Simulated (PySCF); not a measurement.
# F6P (hexafluorophosphate): the cost of one run

The runs use PySCF 2.14.0, with density-fitted response routines of our own; the level of theory stands in each step. All values are computed, except where a source is named. Atoms count from 0, in the outputs and in this text.

## Step 1: The starting structure

7 atoms, charge -1, multiplicity 1; geometry from: GFN2-xTB.

Bonds of the start (Å): F0–P1 1.63, P1–F2 1.63, P1–F3 1.63, P1–F4 1.63, P1–F5 1.63, P1–F6 1.63.

## Step 2: Relaxing the molecule at PBE0-D3(BJ)/def2-SVP

Job settings and geometry (Å):

```
{"job": {"xc": "PBE0", "basis": "def2-SVP", "d3": "d3bj", "grid": 1, "kind": "geom"}, "charge": -1, "multiplicity": 1}
F     -0.618281    -1.489140     0.220833
P      0.000454     0.000676    -0.003844
F      0.928687    -0.566989    -1.215911
F     -0.927792     0.568229     1.208208
F      1.187125    -0.331277     1.061597
F     -1.186071     0.332679    -1.069295
F      0.619211     1.490726    -0.228666
```

Command:

```sh
> OMP_NUM_THREADS=1 python probes_run.py task.json out
```

This one command runs all jobs of the session in turn.

**Question.** How long does this first job take on 1 thread of Arm Neoverse V1, shared host, and how much memory does it need?

About 15 s, with a peak of 0.42 GiB.
